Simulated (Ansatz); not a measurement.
# SnNH₅ (built from SMILES [NH2][SnH3]): single points off equilibrium

A test off equilibrium: a displaced guess of a reacting structure is computed at several levels, and each is set against CCSD(T).

Computed with Ansatz 0.2.0, Gaussian basis. Level: single points in def2-TZVPP.

Cores are frozen in the correlated methods. Filled d shells of the heavier atoms are correlated. Core potentials replace the inner electrons past krypton, and spin-orbit coupling is left out.

## (1) Starting geometry

7 atoms, charge 0, spin multiplicity 1.

Atoms are counted from 1 here; the program's logs count them from 0.

Bond lengths: Sn1–N2 2.421 Å, Sn1–H4 1.906 Å, Sn1–H5 1.860 Å, N2–H6 1.073 Å, N2–H7 0.993 Å. Angles: N2–Sn1–H4 80.9°, N2–Sn1–H5 84.9°, H4–Sn1–H5 85.6°, Sn1–N2–H6 120.9°, Sn1–N2–H7 131.5°, H6–N2–H7 107.5°.

Geometry (Å):

```
Sn   -0.52090   -0.25180    1.53980
N     0.55690   -0.63290   -0.59430
H    -0.42640    0.26790   -0.62650
H    -1.63150    0.84110    0.44240
H     0.59180    1.23470    1.64740
H     0.15640   -1.33980   -1.29570
H     1.34780   -0.20660   -1.01740
```

## (2) CCSD(T)/def2-TZVPP

File run/in.yaml:

```yaml
crystal:
  periodic: [false, false, false]
  atoms:
    - {symbol: Sn, position_ang: [-0.520900, -0.251800, 1.539800]}
    - {symbol: N, position_ang: [0.556900, -0.632900, -0.594300]}
    - {symbol: H, position_ang: [-0.426400, 0.267900, -0.626500]}
    - {symbol: H, position_ang: [-1.631500, 0.841100, 0.442400]}
    - {symbol: H, position_ang: [0.591800, 1.234700, 1.647400]}
    - {symbol: H, position_ang: [0.156400, -1.339800, -1.295700]}
    - {symbol: H, position_ang: [1.347800, -0.206600, -1.017400]}
basis:
  gaussian: {orbitals: def2-TZVPP}
correlation: {method: ccsd_t}
output: {forces: true}
```

The command line of these runs was not kept.

## (3) PBE0-D4/def2-TZVPP

run/in.yaml: that of step 2 with these lines changed.

```diff
@@ -12,3 +12,3 @@
   gaussian: {orbitals: def2-TZVPP}
-correlation: {method: ccsd_t}
-output: {forces: true}
+hamiltonian: {xc: pbe0, dispersion: d4}
+output: {forces: true, orbitals: {seedname: orbitals}}
```

## (4) wB97M-V/def2-TZVPP

run/in.yaml: that of step 3 with these lines changed.

```diff
@@ -12,3 +12,3 @@
   gaussian: {orbitals: def2-TZVPP}
-hamiltonian: {xc: pbe0, dispersion: d4}
-output: {forces: true, orbitals: {seedname: orbitals}}
+hamiltonian: {xc: {name: wB97M-V}}
+output: {forces: true}
```

## (5) r2SCAN-D4/def2-TZVPP

run/in.yaml: that of step 4 with these lines changed.

```diff
@@ -12,3 +12,3 @@
   gaussian: {orbitals: def2-TZVPP}
-hamiltonian: {xc: {name: wB97M-V}}
+hamiltonian: {xc: r2scan, dispersion: d4}
 output: {forces: true}
```

## (6) PBE-D4/def2-TZVPP

run/in.yaml: that of step 5 with these lines changed.

```diff
@@ -12,3 +12,3 @@
   gaussian: {orbitals: def2-TZVPP}
-hamiltonian: {xc: r2scan, dispersion: d4}
+hamiltonian: {xc: pbe, dispersion: d4}
 output: {forces: true}
```

## (7) SPW92/def2-TZVPP

run/in.yaml: that of step 6 with these lines changed.

```diff
@@ -12,3 +12,3 @@
   gaussian: {orbitals: def2-TZVPP}
-hamiltonian: {xc: pbe, dispersion: d4}
+hamiltonian: {xc: lda}
 output: {forces: true}
```

## (8) BLYP-D4/def2-TZVPP

run/in.yaml: that of step 7 with these lines changed.

```diff
@@ -12,3 +12,3 @@
   gaussian: {orbitals: def2-TZVPP}
-hamiltonian: {xc: lda}
+hamiltonian: {xc: {name: BLYP}, dispersion: d4}
 output: {forces: true}
```

(Steps that only read results are left out.)

**Question.** What will these runs give? Wanted: energy less free atoms, CCSD(T)/def2-TZVPP; RMS force component; RMS force error; HOMO and LUMO, PBE0-D4; T1 diagnostic.

As calculated:

| quantity | value |
| --- | --- |
| energy less free atoms, CCSD(T)/def2-TZVPP | -17.386 eV |
| RMS force component | 1.423 to 1.645 eV/Å over the methods |
| RMS force error | PBE0-D4 0.097, wB97M-V 0.057, r2SCAN-D4 0.139, PBE-D4 0.265, SPW92 0.269, BLYP-D4 0.306 eV/Å |
| HOMO and LUMO, PBE0-D4 | -6.18 and -1.31 eV |
| T1 diagnostic | 0.015 |

What this shows: Against CCSD(T) the functionals' energies less atoms differ by -3.528 to -0.269 eV, PBE-D4 by -0.878 eV. A larger basis would deepen the CCSD(T) value, while the functionals are nearly converged already, so the order here is not reliable. For forces wB97M-V does best and BLYP-D4 worst. Frozen-core CCSD(T) forces in triple zeta carry basis errors of their own, and this is one geometry, so small gaps rank nothing.
